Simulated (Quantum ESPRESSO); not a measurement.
# SiNi3 (Pm-3m) in Quantum ESPRESSO: notebook

One crystal, SiNi3, is run at these levels: PBEsol, PBE; tasks: single point.

Everything below comes from runs of Quantum ESPRESSO 7.5. Logs are shortened: lines on timing, memory, paths and dates and some standing lists are left out, and cuts for length are marked.

## 1. Starting point

It takes space group Pm-3m (No. 221, cubic). Conventional cell: a = 3.542 Å, b = 3.542 Å, c = 3.542 Å, α = 90.00°, β = 90.00°, γ = 90.00°. Ni (site symmetry 4/mmm) has 8 Ni at 2.50 Å and 4 Si at 2.50 Å as nearest neighbours. Around Si (site symmetry m-3m) lie 12 Ni at 2.50 Å.

## 2. Single point, PBEsol, collinear spin, ferromagnetic start

File pw.in:

```
&CONTROL
  calculation = 'scf'
  prefix = 'pwscf'
  outdir = './tmp'
  pseudo_dir = './pseudo'
  tprnfor = .true.
  tstress = .true.
  disk_io = 'low'
/
&SYSTEM
  ibrav = 0
  nat = 4
  ntyp = 2
  ecutwfc = 45
  ecutrho = 360
  nbnd = 42
  occupations = 'smearing'
  smearing = 'fd'
  degauss = 0.00367493
  nspin = 2
  starting_magnetization(1) = 0.0556
  starting_magnetization(2) = 0
/
&ELECTRONS
  conv_thr = 8d-10
  electron_maxstep = 120
  mixing_beta = 0.3
/
ATOMIC_SPECIES
Ni    58.6934 ni_pbesol_v1.4.uspp.F.UPF
Si    28.0850 si_pbesol_v1.uspp.F.UPF
CELL_PARAMETERS angstrom
   3.5420000000    0.0000000000    0.0000000000
   0.0000000000    3.5420000000    0.0000000000
   0.0000000000    0.0000000000    3.5420000000
ATOMIC_POSITIONS crystal
Ni     0.5000000000    0.5000000000    0.0000000000
Ni     0.5000000000    0.0000000000    0.5000000000
Ni     0.0000000000    0.5000000000    0.5000000000
Si     0.0000000000    0.0000000000    0.0000000000
K_POINTS automatic
8 8 8 0 0 0
```

File pp_density.in:

```
&INPUTPP
  prefix = 'pwscf'
  outdir = './tmp'
  filplot = 'density.dat'
  plot_num = 0
/
&PLOT
  nfile = 1
  filepp(1) = 'density.dat'
  iflag = 3
  output_format = 6
  fileout = 'density.cube'
/
```

File pp_potential.in:

```
&INPUTPP
  prefix = 'pwscf'
  outdir = './tmp'
  filplot = 'potential.dat'
  plot_num = 11
/
&PLOT
  nfile = 1
  filepp(1) = 'potential.dat'
  iflag = 3
  output_format = 6
  fileout = 'potential.cube'
/
```

File pp_spin.in:

```
&INPUTPP
  prefix = 'pwscf'
  outdir = './tmp'
  filplot = 'spin.dat'
  plot_num = 6
/
&PLOT
  nfile = 1
  filepp(1) = 'spin.dat'
  iflag = 3
  output_format = 6
  fileout = 'spin.cube'
/
```

Potentials or basis: GBRV 1.5 PBEsol.

Started as:

```bash
> OMP_NUM_THREADS=1 mpirun -n 2 pw.x -nk 2 -in pw.in > pw.out
> OMP_NUM_THREADS=1 mpirun -n 1 pp.x -in pp_density.in > pp_density.out
> OMP_NUM_THREADS=1 mpirun -n 1 pp.x -in pp_potential.in > pp_potential.out
> OMP_NUM_THREADS=1 mpirun -n 1 pp.x -in pp_spin.in > pp_spin.out
```

pw.out:

```text
This program is part of the open-source Quantum ESPRESSO suite
     for quantum simulation of materials; please cite
         "P. Giannozzi et al., J. Phys.:Condens. Matter 21 395502 (2009);
         "P. Giannozzi et al., J. Phys.:Condens. Matter 29 465901 (2017);
         "P. Giannozzi et al., J. Chem. Phys. 152 154105 (2020);
     in publications or presentations arising from this work. More details at

     Message from routine setup:
     using ibrav=0 with symmetry is DISCOURAGED, use correct ibrav instead

     K-points division:     npool     =       2
     Subspace diagonalization in iterative solution of the eigenvalue problem:
     a serial algorithm will be used

     G-vector sticks info
     --------------------
     sticks:   dense  smooth     PW     G-vecs:    dense   smooth      PW
     Sum        1281     641    197                34505    12197    2109

     Using Slab Decomposition

     bravais-lattice index     =            0
     lattice parameter (alat)  =       6.6934  a.u.
     unit-cell volume          =     299.8764 (a.u.)^3
     number of atoms/cell      =            4
     number of atomic types    =            2
     number of electrons       =        58.00
     number of Kohn-Sham states=           42
     kinetic-energy cutoff     =      45.0000  Ry
     charge density cutoff     =     360.0000  Ry
     scf convergence threshold =      8.0E-10
     mixing beta               =       0.3000
     number of iterations used =            8  plain     mixing
     Exchange-correlation= SLA  PW   PSX  PSC
                           (   1   4  10   8   0   0   0)

     celldm(1)=   6.693410  celldm(2)=   0.000000  celldm(3)=   0.000000
     celldm(4)=   0.000000  celldm(5)=   0.000000  celldm(6)=   0.000000

     crystal axes: (cart. coord. in units of alat)
               a(1) = (   1.000000   0.000000   0.000000 )
               a(2) = (   0.000000   1.000000   0.000000 )
               a(3) = (   0.000000   0.000000   1.000000 )

     reciprocal axes: (cart. coord. in units 2 pi/alat)
               b(1) = (  1.000000  0.000000  0.000000 )
               b(2) = (  0.000000  1.000000  0.000000 )
               b(3) = (  0.000000  0.000000  1.000000 )

     PseudoPot. # 1 for Ni read from file:
     ni_pbesol_v1.4.uspp.F.UPF
     Pseudo is Ultrasoft + core correction, Zval = 18.0
     Generated by new atomic code, or converted to UPF format
     Using radial grid of  865 points,  6 beta functions with:
                l(1) =   0
                l(2) =   0
                l(3) =   1
                l(4) =   1
                l(5) =   2
                l(6) =   2
     Q(r) pseudized with 10 coefficients,  rinner =    0.980   0.980   0.980
                                                       0.980   0.980

     PseudoPot. # 2 for Si read from file:
[... 79 lines left out ...]
     Initial potential from superposition of free atoms

     starting charge      51.9994, renormalised to      58.0000
     Starting wfcs are   43 randomized atomic wfcs

     Self-consistent Calculation

     iteration #  1     ecut=    45.00 Ry     beta= 0.30
     Davidson diagonalization with overlap
     ethr =  1.00E-02,  avg # of iterations =  6.1

     total energy              =   -1001.55352546 Ry
     estimated scf accuracy    <     139.60981859 Ry
[... 164 lines left out ...]
     iteration # 18     ecut=    45.00 Ry     beta= 0.30
     Davidson diagonalization with overlap
     ethr =  1.31E-11,  avg # of iterations =  1.3

     Magnetic moment per site  (integrated on atomic sphere of radius R)
     atom   1 (R=0.292)  charge= 16.8003  magn= -0.0000
     atom   2 (R=0.292)  charge= 16.8003  magn= -0.0000
     atom   3 (R=0.292)  charge= 16.8003  magn= -0.0000
     atom   4 (R=0.292)  charge=  2.0922  magn=  0.0000

     End of self-consistent calculation

 ------ SPIN UP ------------

          k = 0.0000 0.0000 0.0000 (  1551 PWs)   bands (ev):

   -86.3802 -86.3486 -86.3486 -46.9955 -46.9955 -46.9955 -46.9459 -46.9459
   -46.9459 -46.7933 -46.7933 -46.7933   4.7163  11.7146  12.5450  12.5450
    13.0500  13.0500  13.0500  14.9815  14.9815  14.9815  15.5804  15.5804
    15.5804  15.8739  15.8739  16.1943  16.4979  16.4979  16.4979  20.9781
    22.6138  22.6138  26.7009  26.7009  26.7009  30.1572  30.1572  30.1572
    30.2000  30.2000
[... 291 lines left out ...]
   -86.3590 -86.3590 -86.3590 -47.0182 -47.0135 -47.0135 -46.9361 -46.9017
   -46.9017 -46.8972 -46.7692 -46.7633   8.4287  11.7534  11.7534  12.3545
    12.7776  13.1989  13.1989  14.3463  14.3463  14.4043  14.8960  15.2052
    15.2052  15.2998  15.3415  15.7908  16.2007  16.3694  16.3694  17.8799
    20.5493  20.5493  21.0018  30.0349  32.3992  32.6494  32.6494  34.6747
    35.3394  35.3394

          k =-0.5000-0.5000-0.5000 (  1568 PWs)   bands (ev):

   -86.3590 -86.3590 -86.3590 -47.0182 -47.0182 -47.0182 -46.9422 -46.8972
   -46.8972 -46.8972 -46.7633 -46.7633   8.4712  12.2949  12.2949  12.2949
    12.8232  12.8232  12.8232  14.3420  14.3420  14.3420  15.0802  15.0802
    15.0802  15.2817  15.2817  16.0287  16.2733  16.2733  16.2733  17.5717
    20.3041  20.3041  20.3041  32.7443  32.7443  32.9616  32.9616  32.9616
    37.3460  37.3461

 ------ SPIN DOWN ----------

          k = 0.0000 0.0000 0.0000 (  1551 PWs)   bands (ev):

   -86.3803 -86.3487 -86.3487 -46.9955 -46.9955 -46.9955 -46.9459 -46.9459
   -46.9459 -46.7933 -46.7933 -46.7933   4.7163  11.7145  12.5449  12.5449
    13.0500  13.0500  13.0500  14.9814  14.9814  14.9814  15.5804  15.5804
    15.5804  15.8738  15.8738  16.1943  16.4978  16.4978  16.4978  20.9781
    22.6138  22.6138  26.7009  26.7009  26.7009  30.1572  30.1572  30.1572
    30.2000  30.2000
[... 291 lines left out ...]
   -86.3591 -86.3591 -86.3591 -47.0183 -47.0136 -47.0136 -46.9362 -46.9018
   -46.9018 -46.8973 -46.7692 -46.7633   8.4288  11.7534  11.7534  12.3545
    12.7777  13.1989  13.1989  14.3462  14.3462  14.4042  14.8960  15.2051
    15.2051  15.2997  15.3414  15.7908  16.2006  16.3693  16.3693  17.8799
    20.5493  20.5493  21.0018  30.0350  32.3993  32.6495  32.6495  34.6747
    35.3394  35.3394

          k =-0.5000-0.5000-0.5000 (  1568 PWs)   bands (ev):

   -86.3591 -86.3591 -86.3591 -47.0182 -47.0182 -47.0182 -46.9422 -46.8973
   -46.8973 -46.8973 -46.7633 -46.7633   8.4713  12.2949  12.2949  12.2949
    12.8232  12.8232  12.8232  14.3419  14.3419  14.3419  15.0802  15.0802
    15.0802  15.2816  15.2816  16.0287  16.2732  16.2732  16.2732  17.5716
    20.3041  20.3041  20.3041  32.7444  32.7444  32.9617  32.9617  32.9617
    37.3461  37.3461

     the Fermi energy is    16.4726 ev

!    total energy              =   -1038.96589117 Ry
     estimated scf accuracy    <          7.4E-10 Ry
     smearing contrib. (-TS)   =      -0.00137702 Ry
     internal energy E=F+TS    =   -1038.96451415 Ry

     The total energy is F=E-TS. E is the sum of the following terms:
     one-electron contribution =    -677.29979192 Ry
     hartree contribution      =     373.94576358 Ry
     xc contribution           =    -110.02186800 Ry
     ewald contribution        =    -625.58861781 Ry

     total magnetization       =    -0.00 Bohr mag/cell
     absolute magnetization    =     0.00 Bohr mag/cell

     convergence has been achieved in  18 iterations

     Forces acting on atoms (cartesian axes, Ry/au):

     atom    1 type  1   force =     0.00000000    0.00000000    0.00000000
     atom    2 type  1   force =     0.00000000    0.00000000    0.00000000
     atom    3 type  1   force =     0.00000000    0.00000000    0.00000000
     atom    4 type  2   force =     0.00000000    0.00000000    0.00000000

     Total force =     0.000000     Total SCF correction =     0.000000

     Computing stress (Cartesian axis) and pressure

          total   stress  (Ry/bohr**3)                   (kbar)     P=     -141.75
  -0.00096361   0.00000000   0.00000000         -141.75        0.00        0.00
   0.00000000  -0.00096361   0.00000000            0.00     -141.75        0.00
   0.00000000   0.00000000  -0.00096361            0.00        0.00     -141.75

=------------------------------------------------------------------------------=
   JOB DONE.
=------------------------------------------------------------------------------=
```

pp_potential.out:

```text
This program is part of the open-source Quantum ESPRESSO suite
     for quantum simulation of materials; please cite
         "P. Giannozzi et al., J. Phys.:Condens. Matter 21 395502 (2009);
         "P. Giannozzi et al., J. Phys.:Condens. Matter 29 465901 (2017);
         "P. Giannozzi et al., J. Chem. Phys. 152 154105 (2020);
     in publications or presentations arising from this work. More details at

     IMPORTANT: XC functional enforced from input :
     Exchange-correlation= PBESOL
                           (   1   4  10   8   0   0   0)
     Any further DFT definition will be discarded
     Please, verify this is what you really want

     G-vector sticks info
     --------------------
     sticks:   dense  smooth     PW     G-vecs:    dense   smooth      PW
     Sum        1281     641    197                34505    12197    2109

     Using Slab Decomposition

     Check: negative core charge=   -0.000006

     Calling punch_plot, plot_num =  11
     Writing data to file  potential.dat
     Reading data from file  potential.dat

     Writing data to be plotted to file potential.cube
     Plot Type: 3D                     Output format: Gaussian cube

=------------------------------------------------------------------------------=
   JOB DONE.
=------------------------------------------------------------------------------=
```

Run time: 65 s. Hardware: 2 MPI ranks of Arm Neoverse V2, shared host; peak memory 0.3 GiB.

What came out:

```yaml
Free_energy: -14135.8511 eV
Pressure: -14.2 GPa
Band_gap_on_the_k_mesh: none (metal or under the smearing width)
Net_moment: 0.00 μB per cell
Absolute_moment: 0.00 μB per cell
Valence_electrons_inside_the_program's_atomic_spheres: Ni 16.80; Si 2.09
```

[end of part 1 of 2]
